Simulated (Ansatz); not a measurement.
# C2H7AlO2S: the cost of one run

Program: Ansatz 0.2.0. Level of theory: RKS B3LYP-D4/def2-SVP. These are calculated values, not measurements.

### 1 The starting structure

Bond lengths: C1–S2 1.762 Å, S2–C3 1.815 Å, C3–O4 1.366 Å, O4–Al5 1.822 Å, Al5–O6 1.844 Å, C1–H7 1.088 Å, C1–H8 1.103 Å, C1–H9 1.155 Å, C3–H10 1.153 Å, C3–H11 1.088 Å, Al5–H12 1.595 Å, O6–H13 0.968 Å. Angles (14 of 18 angles, heavy atoms first): C1–S2–C3 95.2°, S2–C3–O4 111.2°, C3–O4–Al5 112.7°, O4–Al5–O6 118.9°, S2–C1–H7 111.9°, S2–C1–H8 111.8°, S2–C1–H9 111.0°, S2–C3–H10 107.0°, S2–C3–H11 111.2°, O4–C3–H10 104.8°, O4–C3–H11 112.9°, O4–Al5–H12 123.2°, O6–Al5–H12 117.8°, Al5–O6–H13 101.8°.

Structure file:

```xyz
13

C    -1.3674   -1.4101   -1.6489
S     0.3470   -1.7019   -1.3646
C     0.6135   -0.1861   -0.4026
O     0.0506   -0.2822    0.8384
Al    0.2601    1.2353    1.8254
O     1.7054    1.3670    2.9630
H    -1.8136   -2.1848   -2.2690
H    -1.9269   -1.2996   -0.7045
H    -1.5337   -0.3924   -2.1694
H     1.7472   -0.1070   -0.2061
H     0.2812    0.6923   -0.9513
H    -0.7229    2.4872    1.7224
H     2.3798    1.7474    2.3821
```

### 2 End point A

input.yaml

```yaml
crystal:
  periodic: [false, false, false]
  atoms:
    - { symbol: C, position_ang: [-1.3674, -1.4101, -1.6489] }
    - { symbol: S, position_ang: [0.347, -1.7019, -1.3646] }
    - { symbol: C, position_ang: [0.6135, -0.1861, -0.4026] }
    - { symbol: O, position_ang: [0.0506, -0.2822, 0.8384] }
    - { symbol: Al, position_ang: [0.2601, 1.2353, 1.8254] }
    - { symbol: O, position_ang: [1.7054, 1.367, 2.963] }
    - { symbol: H, position_ang: [-1.8136, -2.1848, -2.269] }
    - { symbol: H, position_ang: [-1.9269, -1.2996, -0.7045] }
    - { symbol: H, position_ang: [-1.5337, -0.3924, -2.1694] }
    - { symbol: H, position_ang: [1.7472, -0.107, -0.2061] }
    - { symbol: H, position_ang: [0.2812, 0.6923, -0.9513] }
    - { symbol: H, position_ang: [-0.7229, 2.4872, 1.7224] }
    - { symbol: H, position_ang: [2.3798, 1.7474, 2.3821] }
basis:
  gaussian: { orbitals: def2-SVP }
hamiltonian:
  xc: b3lyp
  dispersion: d4
relax:
  f_tol: 0.02
  max_steps: 50
```

Run with:

```sh
$ ansatz run input.yaml --threads 2 --pin off --max-ram 3072MiB --backend cpu --events-out ev --progress --plain --runs-dir out
```

Q: Estimate wall time and peak memory on 2 threads of Intel Xeon Platinum 8488C (Sapphire Rapids), shared host.

About 2 min, with a peak of 0.34 GiB.
